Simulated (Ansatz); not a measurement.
# ClFH2INZr: one species, many methods

One table from this session's results is given with a row withheld; the runs are named, their logs left out.

The runs use Ansatz 0.2.0, Gaussian basis; functionals in def2-TZVPP, the program's frozen cores in correlated methods.

Levels to be run: LDA (SPW92), PBE-D4, revPBE-D4, BLYP-D4, r2SCAN-D4, B97M-V, PBE0-D4, B3LYP-D4, r2SCANh-D4, r2SCAN0-D4, HSE06-D4, BHLYP-D4, CAM-B3LYP-D4, LC-ωPBE, ωB97X-V, ωB97M-V, B2PLYP, PBE-QIDH; CCSD(T)/def2-SVP; CCSD(T)/def2-TZVPP; MP2/def2-QZVPP; extrapolation to the limit; RPA on PBE.

1 further run of the same task is left out (for a known fault of the program).

## The geometry

An earlier PBE0-D4 in a triple-zeta def2 set relaxation fixed the geometry. Zr, I take the def2 core potential; no spin-orbit term is included.

SMILES `[NH2][Zr]([F])([Cl])[I]`, 7 atoms, charge 0, spin multiplicity 1.

Atoms are counted from 1 here; the program's logs count them from 0.

Bond lengths: N1–Zr2 1.993 Å, N1–H6 1.012 Å, N1–H7 1.012 Å, Zr2–F3 1.886 Å, Zr2–Cl4 2.344 Å, Zr2–I5 2.726 Å. Angles: Zr2–N1–H6 125.4°, Zr2–N1–H7 125.3°, H6–N1–H7 109.3°, N1–Zr2–F3 106.3°, N1–Zr2–Cl4 108.1°, N1–Zr2–I5 108.5°, F3–Zr2–Cl4 113.7°, F3–Zr2–I5 110.8°, Cl4–Zr2–I5 109.2°.

Set-up of the first run:

The input, in.yaml:

```yaml
crystal:
  periodic: [false, false, false]
  atoms:
    - {symbol: N, position_ang: [-0.180690, 1.232559, 0.235461]}
    - {symbol: Zr, position_ang: [-0.042184, -0.729776, -0.087025]}
    - {symbol: F, position_ang: [-1.780982, -1.320992, -0.516705]}
    - {symbol: Cl, position_ang: [0.842886, -1.724924, 1.841848]}
    - {symbol: I, position_ang: [1.663019, -1.144351, -2.173561]}
    - {symbol: H, position_ang: [0.542595, 1.812313, 0.641916]}
    - {symbol: H, position_ang: [-0.983344, 1.807172, 0.012366]}
basis:
  gaussian: {orbitals: def2-TZVPP}
hamiltonian: {xc: lda}
output: {orbitals: {seedname: orbitals}}
```

Command:

```sh
$ ansatz run in.yaml --threads 4 --pin off --events-out ev --progress --plain --max-ram 10444MiB
```

Among the steps run: LDA; PBE-D4 (GGA); revPBE-D4 (GGA); BLYP-D4 (GGA); r2SCAN-D4 (meta-GGA); B97M-V (meta-GGA); PBE0-D4 (hybrid); B3LYP-D4 (hybrid); r2SCANh-D4 (hybrid); r2SCAN0-D4 (hybrid); HSE06-D4 (hybrid); BHLYP-D4 (hybrid); CAM-B3LYP-D4 (range-separated); LC-ωPBE (range-separated); ωB97X-V (range-separated); ωB97M-V (range-separated); B2PLYP (double hybrid); PBE-QIDH (double hybrid).

One table of the session follows, with a row left open; its other results are not shown here.

It belongs to the step «Orbital energies across the functionals». 

| functional | HOMO (eV) | LUMO (eV) | gap (eV) |
| --- | --- | --- | --- |
| LDA (SPW92) | -6.74 | -3.05 | 3.69 |
| PBE-D4 | ? | ? | ? |
| revPBE-D4 | -6.50 | -2.73 | 3.77 |
| BLYP-D4 | -6.38 | -2.68 | 3.70 |
| r2SCAN-D4 | -6.87 | -2.66 | 4.21 |
| B97M-V | -6.85 | -2.59 | 4.27 |
| PBE0-D4 | -7.72 | -2.01 | 5.72 |
| B3LYP-D4 | -7.47 | -2.21 | 5.26 |
| r2SCANh-D4 | -7.29 | -2.36 | 4.93 |
| r2SCAN0-D4 | -7.93 | -1.90 | 6.03 |
| HSE06-D4 | -7.33 | -2.38 | 4.95 |
| BHLYP-D4 | -8.70 | -1.03 | 7.67 |
| CAM-B3LYP-D4 | -8.94 | -0.91 | 8.03 |
| LC-ωPBE | -10.27 | 0.21 | 10.48 |
| ωB97X-V | -9.93 | 0.14 | 10.06 |
| ωB97M-V | -9.80 | 0.06 | 9.86 |

Q: Estimate the row for PBE-D4 from the others.

The run gave: HOMO (eV): -6.56; LUMO (eV): -2.81; gap (eV): 3.75. In the column «HOMO (eV)» it lies between LDA (SPW92) (-6.74) and revPBE-D4 (-6.50).
